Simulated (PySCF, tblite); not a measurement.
# C₅H₉ClSi: dynamics, then NMR shifts on frames, part 2 of 2

tblite 0.8.0 and PySCF 2.14.0. Atoms count from 0.

### 5 Shielding tensors: 625 fs, PBE0/pcSseg-1

The job: settings as JSON, then the geometry in Å.

```
{"job": {"kind": "nmr", "xc": "PBE0", "basis": "pcSseg-1", "pop": false}, "charge": 0, "multiplicity": 1}
Cl     3.002800    -0.781200     0.719000
C      1.599300     0.311900     0.996400
Si    -0.048000    -0.074800     0.042300
C     -0.688200    -1.787300     0.218000
C     -2.228000    -1.525400     0.212200
C     -2.604900    -0.249000     0.357800
C     -1.607000     0.853400     0.458000
H      1.530600     0.273500     2.025100
H      1.976700     1.267200     0.636100
H      0.138400     0.471400    -1.336500
H     -0.323200    -2.226600     1.109900
H     -0.556800    -2.418400    -0.642900
H     -3.053100    -2.252900     0.217500
H     -3.696800     0.058300     0.263600
H     -1.654600     1.450800     1.371000
H     -1.735900     1.627700    -0.354300
```

Method: GIAO PBE0/pcSseg-1 NMR shielding, non-relativistic, gas phase.

Standard output:

```text
coarse grid: 14264 points
cycle   1  E = -944.9536059677  dE =  7.310e-01  |g| = 4.167e-01  |ddm| = 3.625e+00
cycle   2  E = -944.9475879536  dE =  6.018e-03  |g| = 4.505e-01  |ddm| = 8.023e-01
cycle   3  E = -944.9998013842  dE = -5.221e-02  |g| = 5.801e-02  |ddm| = 4.517e-01
cycle   4  E = -945.0005333522  dE = -7.320e-04  |g| = 2.444e-02  |ddm| = 7.608e-02
cycle   5  E = -945.0006572410  dE = -1.239e-04  |g| = 9.885e-03  |ddm| = 2.592e-02
cycle   6  E = -945.0006808266  dE = -2.359e-05  |g| = 2.865e-03  |ddm| = 1.047e-02
cycle   7  E = -945.0006826923  dE = -1.866e-06  |g| = 8.691e-04  |ddm| = 2.858e-03
final grid: 128064 points
cycle   8  E = -945.0424778333  dE = -2.997e-05  |g| = 8.220e-03  |ddm| = 2.465e-02
cycle   9  E = -945.0424708782  dE =  6.955e-06  |g| = 9.599e-03  |ddm| = 1.487e-02
cycle  10  E = -945.0424945734  dE = -2.370e-05  |g| = 9.840e-04  |ddm| = 8.469e-03
cycle  11  E = -945.0424947496  dE = -1.762e-07  |g| = 3.742e-04  |ddm| = 1.216e-03
cycle  12  E = -945.0424947847  dE = -3.510e-08  |g| = 9.070e-05  |ddm| = 3.851e-04
cycle  13  E = -945.0424947866  dE = -1.911e-09  |g| = 2.980e-05  |ddm| = 1.051e-04
cycle  14  E = -945.0424947868  dE = -2.071e-10  |g| = 8.064e-06  |ddm| = 3.196e-05
converged SCF energy = -945.0424947868

GIAO shielding tensors (ppm)
atom      isotropic    diamagn.    paramagn.     s11        s22        s33       span
  0 Cl     930.479    1145.649    -215.170    822.776    846.669   1121.991    299.215
  1 C      155.386     250.442     -95.056    121.606    153.165    191.386     69.779
  2 Si     352.695     880.306    -527.611    286.874    359.864    411.347    124.474
  3 C      174.608     253.108     -78.500    156.104    172.267    195.453     39.349
  4 C       42.798     255.641    -212.843    -77.595     70.888    135.101    212.696
  5 C       38.970     255.387    -216.417    -75.614     56.183    136.341    211.955
  6 C      165.408     256.381     -90.973    151.925    157.962    186.337     34.411
  7 H       29.475      31.483      -2.008     22.217     29.852     36.355     14.137
  8 H       28.293      29.898      -1.606     21.132     28.802     34.945     13.814
  9 H       26.787      29.735      -2.948     22.738     25.738     31.885      9.147
 10 H       30.671      30.828      -0.157     25.434     29.508     37.070     11.636
 11 H       30.034      30.586      -0.552     24.908     28.315     36.880     11.972
 12 H       24.840      27.904      -3.064     22.677     24.007     27.836      5.159
 13 H       24.564      27.024      -2.460     21.724     25.424     26.545      4.821
 14 H       29.934      30.903      -0.969     25.848     27.790     36.163     10.315
 15 H       28.974      30.965      -1.991     24.521     26.781     35.620     11.099
```

Wall time 23 s (1 thread of Arm Neoverse V1, shared host); peak memory 0.82 GiB.

Key values: δ C5 148.0, C4 144.1, C1 31.5, C6 21.5, H13 7.15, H12 6.88 ppm.

### 6 NMR shieldings: 800 fs, PBE0/pcSseg-1

The job: settings as JSON, then the geometry in Å.

```
{"job": {"kind": "nmr", "xc": "PBE0", "basis": "pcSseg-1", "pop": false}, "charge": 0, "multiplicity": 1}
Cl     3.093900    -1.053400     0.885400
C      1.801400    -0.128200     1.748000
Si     0.301600     0.250500     0.493400
C     -0.412700    -1.475900     0.023600
C     -1.719200    -1.487100     0.752000
C     -2.144400    -0.402400     1.389200
C     -1.230600     0.769400     1.451500
H      1.522500    -0.689500     2.627400
H      2.345900     0.762200     1.963700
H      0.384700     1.133000    -0.690900
H      0.348000    -2.230100     0.469100
H     -0.423800    -1.837000    -1.055400
H     -2.416800    -2.298000     0.511900
H     -3.026000    -0.484400     1.963400
H     -1.307300     1.126500     2.463100
H     -1.729200     1.554600     0.868400
```

Method: GIAO PBE0/pcSseg-1 NMR shielding, non-relativistic, gas phase.

Standard output:

```text
coarse grid: 14264 points
cycle   1  E = -944.9445079002  dE =  6.892e-01  |g| = 4.410e-01  |ddm| = 3.613e+00
cycle   2  E = -944.9284719515  dE =  1.604e-02  |g| = 5.114e-01  |ddm| = 9.264e-01
cycle   3  E = -944.9979596320  dE = -6.949e-02  |g| = 5.254e-02  |ddm| = 5.378e-01
cycle   4  E = -944.9985708971  dE = -6.113e-04  |g| = 2.117e-02  |ddm| = 7.471e-02
cycle   5  E = -944.9986666576  dE = -9.576e-05  |g| = 7.392e-03  |ddm| = 2.320e-02
cycle   6  E = -944.9986794461  dE = -1.279e-05  |g| = 2.785e-03  |ddm| = 9.113e-03
cycle   7  E = -944.9986812201  dE = -1.774e-06  |g| = 7.529e-04  |ddm| = 2.932e-03
final grid: 128064 points
cycle   8  E = -945.0400589767  dE = -3.035e-05  |g| = 8.012e-03  |ddm| = 2.601e-02
cycle   9  E = -945.0400496049  dE =  9.372e-06  |g| = 9.856e-03  |ddm| = 1.565e-02
cycle  10  E = -945.0400749302  dE = -2.533e-05  |g| = 1.131e-03  |ddm| = 9.259e-03
cycle  11  E = -945.0400751704  dE = -2.402e-07  |g| = 4.134e-04  |ddm| = 1.294e-03
cycle  12  E = -945.0400752131  dE = -4.272e-08  |g| = 9.294e-05  |ddm| = 4.204e-04
cycle  13  E = -945.0400752151  dE = -2.022e-09  |g| = 3.010e-05  |ddm| = 1.145e-04
cycle  14  E = -945.0400752154  dE = -2.128e-10  |g| = 8.437e-06  |ddm| = 3.481e-05
converged SCF energy = -945.0400752154

GIAO shielding tensors (ppm)
atom      isotropic    diamagn.    paramagn.     s11        s22        s33       span
  0 Cl     926.270    1146.053    -219.783    809.478    848.985   1120.348    310.870
  1 C      150.059     251.623    -101.563    120.104    145.012    185.062     64.958
  2 Si     355.591     878.664    -523.073    301.843    356.218    408.711    106.868
  3 C      158.438     252.439     -94.001    139.981    151.310    184.023     44.042
  4 C       46.837     254.759    -207.921    -64.476     61.949    143.038    207.514
  5 C       45.426     256.558    -211.132    -71.850     68.302    139.827    211.677
  6 C      170.213     252.382     -82.169    158.078    163.709    188.851     30.773
  7 H       28.746      29.737      -0.990     22.940     28.542     34.757     11.817
  8 H       28.197      29.760      -1.564     21.209     28.650     34.731     13.522
  9 H       26.365      28.423      -2.058     23.053     24.286     31.757      8.704
 10 H       28.185      29.147      -0.962     23.202     27.696     33.656     10.455
 11 H       28.356      29.723      -1.367     24.223     26.320     34.524     10.301
 12 H       25.394      28.832      -3.439     22.768     26.284     27.129      4.360
 13 H       25.888      30.519      -4.631     23.981     25.248     28.437      4.456
 14 H       30.188      30.102       0.086     25.744     28.285     36.535     10.791
 15 H       30.060      30.757      -0.697     25.073     27.266     37.839     12.767
```

Run time: 23 s. Hardware: 1 thread of Arm Neoverse V1, shared host; peak memory 0.84 GiB.

In short: δ C5 141.5, C4 140.1, C1 36.9, C3 28.5, H12 6.32, H13 5.83 ppm.

### 7 Nuclear shieldings: 1000 fs, PBE0/pcSseg-1

The job: settings as JSON, then the geometry in Å.

```
{"job": {"kind": "nmr", "xc": "PBE0", "basis": "pcSseg-1", "pop": false}, "charge": 0, "multiplicity": 1}
Cl     3.482200    -0.673000     1.075100
C      1.971600    -0.007400     1.776700
Si     0.581500     0.288900     0.472900
C     -0.447900    -1.218700    -0.080000
C     -1.869900    -0.805500     0.364700
C     -2.105300     0.338300     0.963900
C     -0.915100     1.120800     1.319400
H      1.601300    -0.768800     2.548300
H      2.112900     0.838400     2.404200
H      1.035500     0.992400    -0.710200
H     -0.334100    -2.281500     0.449600
H     -0.474400    -1.340000    -1.157000
H     -2.707000    -1.431100     0.029200
H     -3.171900     0.569300     1.234900
H     -0.777700     1.141000     2.461500
H     -1.013500     2.155500     1.108200
```

With the program's defaults for keys left out, this is: GIAO PBE0/pcSseg-1 NMR shielding, non-relativistic, gas phase.

Standard output:

```text
coarse grid: 14264 points
cycle   1  E = -944.9530198367  dE =  6.446e-01  |g| = 4.300e-01  |ddm| = 3.607e+00
cycle   2  E = -944.9381130425  dE =  1.491e-02  |g| = 4.963e-01  |ddm| = 8.787e-01
cycle   3  E = -945.0034596305  dE = -6.535e-02  |g| = 5.457e-02  |ddm| = 5.161e-01
cycle   4  E = -945.0041313285  dE = -6.717e-04  |g| = 2.149e-02  |ddm| = 7.549e-02
cycle   5  E = -945.0042336838  dE = -1.024e-04  |g| = 6.429e-03  |ddm| = 2.129e-02
cycle   6  E = -945.0042436017  dE = -9.918e-06  |g| = 2.031e-03  |ddm| = 7.890e-03
final grid: 128064 points
cycle   7  E = -945.0450338887  dE = -2.624e-05  |g| = 8.464e-03  |ddm| = 2.606e-02
cycle   8  E = -945.0450216540  dE =  1.223e-05  |g| = 1.085e-02  |ddm| = 1.685e-02
cycle   9  E = -945.0450524499  dE = -3.080e-05  |g| = 8.813e-04  |ddm| = 9.728e-03
cycle  10  E = -945.0450525778  dE = -1.279e-07  |g| = 3.814e-04  |ddm| = 1.038e-03
cycle  11  E = -945.0450526138  dE = -3.596e-08  |g| = 7.810e-05  |ddm| = 3.613e-04
cycle  12  E = -945.0450526151  dE = -1.362e-09  |g| = 2.920e-05  |ddm| = 1.033e-04
cycle  13  E = -945.0450526153  dE = -2.206e-10  |g| = 7.157e-06  |ddm| = 3.198e-05
converged SCF energy = -945.0450526153

GIAO shielding tensors (ppm)
atom      isotropic    diamagn.    paramagn.     s11        s22        s33       span
  0 Cl     916.612    1144.596    -227.984    810.867    828.135   1110.834    299.967
  1 C      150.841     252.999    -102.158    127.617    132.234    192.671     65.054
  2 Si     353.447     879.180    -525.733    312.587    362.008    385.748     73.160
  3 C      158.370     251.090     -92.720    145.167    154.050    175.894     30.727
  4 C       40.114     257.560    -217.446    -69.035     62.471    126.906    195.941
  5 C       51.876     256.261    -204.385    -64.375     78.752    141.252    205.627
  6 C      167.294     253.469     -86.176    147.593    162.690    191.597     44.004
  7 H       27.646      28.771      -1.125     22.489     27.202     33.247     10.758
  8 H       29.318      29.873      -0.555     23.428     29.257     35.268     11.840
  9 H       27.208      28.929      -1.721     24.024     25.293     32.307      8.282
 10 H       27.554      27.717      -0.163     23.207     26.094     33.361     10.154
 11 H       29.619      31.125      -1.506     25.360     27.545     35.951     10.591
 12 H       25.437      30.272      -4.835     22.782     26.019     27.511      4.730
 13 H       24.922      28.730      -3.807     22.516     24.645     27.606      5.090
 14 H       29.198      29.045       0.153     24.537     27.829     35.228     10.691
 15 H       30.551      31.391      -0.840     25.947     28.566     37.141     11.194
```

Run time: 24 s. Hardware: 1 thread of Arm Neoverse V1, shared host; peak memory 0.84 GiB.

Key values: δ C4 146.8, C5 135.0, C1 36.1, C3 28.6, H13 6.79, H12 6.28 ppm.

### 8 Side by side: NMR shifts

Shifts (ppm) of some atoms, chosen among heavy atoms and hydrogens apart, with basis size and wall time:

```csv
frame,C5,C6,C3,H15,H10,Cl0,Si2,functions,time
250 fs,145.2,29.0,18.8,3.81,0.39,45,4.6,178,31 s
425 fs,138.4,23.8,29.6,2.85,3.81,43,7.7,178,23 s
625 fs,148.0,21.5,12.3,2.74,1.05,19,-3.5,178,23 s
800 fs,141.5,16.7,28.5,1.66,3.53,24,-6.4,178,23 s
1000 fs,135.0,19.6,28.6,1.17,4.16,33,-4.3,178,24 s
```

### 9 Results

What follows sums up all 2 parts.

```
                                       quantity                                                     value
                                     thermostat                                                     400 K
                  mean temperature, second half                                                     368 K
        mean potential energy above the minimum                                                   0.64 eV
 13C shifts against TMS (PBE0/pcSseg-1, 250 fs)                        145.2, 140.7, 37.4, 29.0, 18.8 ppm
  1H shifts against TMS (PBE0/pcSseg-1, 250 fs)  6.99, 5.66, 5.61, 4.28, 3.81, 3.38, 3.13, 0.91, 0.39 ppm
35Cl shifts against HCl (PBE0/pcSseg-1, 250 fs)                                                    45 ppm
29Si shifts against TMS (PBE0/pcSseg-1, 250 fs)                                                   4.6 ppm
          surface potential, 1st and 99th percentile                                        -0.69 V and 1.11 V
                      range of the shift of Cl0                                              19 to 45 ppm
```

**Reading.** In the second half the potential energy averages 0.64 eV above the minimum; equipartition over 42 harmonic modes at 400 K would give 0.72 eV. With 16 atoms the temperature swings widely (198 to 558 K). Shifts at one fixed geometry are not the observed spectrum, which averages over the motion. In the first frame run (250 fs): The widest tensor belongs to Cl0: span 311 ppm, with a paramagnetic part of -240 ppm. In ppm, Cl0 moves most: its shift spreads over 26 ppm, from 19 (625 fs) to 45 (250 fs).
